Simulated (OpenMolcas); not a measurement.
# Re⁶⁺ among point charges: CASSCF and CASPT2 levels and susceptibility

Aim: the splitting of the states of Re⁶⁺ in the field of 6 point charges, its lowest levels with spin-orbit coupling and its magnetic susceptibility.

Method: state-averaged CASSCF and CASPT2, spin-orbit coupling by RASSI with atomic mean-field integrals. Code: OpenMolcas 26.06.

## Step 1: Starting point

| Quantity | Value |
| --- | --- |
| Species | Re⁶⁺ (rhenium, Z = 75, 69 electrons) |
| Basis | ANO-RCC-VDZP [7s6p4d2f1g], 68 functions |
| Scalar Hamiltonian | DKH2, point nucleus |
| Inactive shells | 1s 2s 2p 3s 3p 3d 4s 4p 4d 4f 5s 5p |
| Active space | 1 electron in 5 orbitals (5d) |
| Some configurations of this space | 5d |
| Orbitals | optimised for each spin and parity, averaged over all roots |

Outer shells as boxes (Hund's rule):

5d
```
5d [↑ ][  ][  ][  ][  ]
```

The ion sits among 6 point charges of -1.1 e arranged as a trigonal prism (D3h), 1.9 Å from the ion, with a polar angle of 42.2° against the regular 49.1°.

Each step is its own input file, run in one work folder so that later steps find the files of earlier ones. Labels, J, g values, rates, χT and fits are worked out afterwards by a script from the matrices that RASSI stores.

## Step 2: One- and two-electron integrals

The input, a.inp:

```
&GATEWAY
Coord
1

Re 0.0 0.0 0.0
Basis=ANO-RCC-VDZP
Group=NoSym
NoMove
AngMom=0.0 0.0 0.0
AMFI
XField
6 Angstrom 0
1.276908 0.000000 1.406949 -1.100000
-0.638454 1.105835 1.406949 -1.100000
-0.638454 -1.105835 1.406949 -1.100000
1.276908 0.000000 -1.406949 -1.100000
-0.638454 1.105835 -1.406949 -1.100000
-0.638454 -1.105835 -1.406949 -1.100000
&SEWARD
```

Command:

```
$ OMP_NUM_THREADS=1 MOLCAS_MEM=1689 MOLCAS_PROJECT=a pymolcas a.inp > a.log
```

## Step 3: CASSCF: doublets, 5 roots

The input, a.inp:

```
&RASSCF
FileOrb=start.orb
Symmetry=1
Spin=2
nActEl=1 0 0
Inactive=34
Ras2=5
CIRoot=5 5 1
SDav=5
CIMx=300
Iter=120 100
PrWF=0.3
OrbListing=Nothing
MaxOrb=0
>>> COPY $Project.JobIph JOB001
```

start.orb holds the contracted functions of the basis, ordered by shell, or the orbitals of the step before.

## Step 4: State interaction with spin-orbit coupling

The input, a.inp:

```
&RASSI
NrOfJobIphs=1 5
1 2 3 4 5
IphNames
JOB001
EJob
SpinOrbit
DIPRint=1.0
SOCoupling=1000.0
Subsets=2
Property=9
'ANGMOM' 1 'ANGMOM' 2 'ANGMOM' 3 'MLTPL  1' 1 'MLTPL  1' 2 'MLTPL  1' 3
'AMFI' 1 'AMFI' 2 'AMFI' 3
SOProperty=3
'ANGMOM' 1 'ANGMOM' 2 'ANGMOM' 3
```

## Step 5: CASPT2: IPEA 0.25, imaginary shift 0.1 (closed shells correlated: 4f 5s 5p)

The input, a.inp:

```
>>> COPY JOB001 $Project.JobIph
&CASPT2
Multistate=5 1 2 3 4 5
NoMult
Frozen=23
IPEA=0.25
Imaginary=0.1
MaxIter=60
WThr=0.0 0.3 0.05
PrWF=0.5
NoMix
```

(Steps that only read results are left out.)

Q: Predict the outcome of this session. Wanted: spin-free ground state; first state of the same spin within the active space; lowest level; next level.

**Answer**, as computed:

| quantity | value |
| --- | --- |
| method | SS-CASPT2, IPEA 0.25, imaginary shift 0.1 (closed shells correlated: 4f 5s 5p) |
| spin-free ground state | 2E, 2-fold in its orbital part |
| first state of the same spin within the active space | 2A1 at 10300 cm⁻¹ |
| lowest level | 2-fold E3/2, g = 0.00, 0.00, 2.10 |
| next level | 10087.6 cm⁻¹ |
| χT at 300 K | 0.15 cm³ K/mol |
| effective moment at 300 K | 1.09 μB |

Cost by method:

```
                                                 method  time of its own steps  time with the reference
                                              A. CASSCF                  2.5 s                    2.5 s
B. SS-CASPT2, IPEA 0.25, imaginary shift 0.1, +4f 5s 5p                  1.8 s                    4.3 s
```

Times are of one thread on a shared host.

In words: The spin-free ground state (2E) comes to 100 % from free-ion D terms and keeps the highest spin of the shell. χT at 300 K is 0.15, against 0.38 cm³ K/mol for the spin alone, so orbital moment lowers it. CASPT2 does not keep the components of a term degenerate, and the means are used. The field of point charges can differ much from that of real complexes. Point charges carry no covalency, so the field is a model and not that of real ligands.
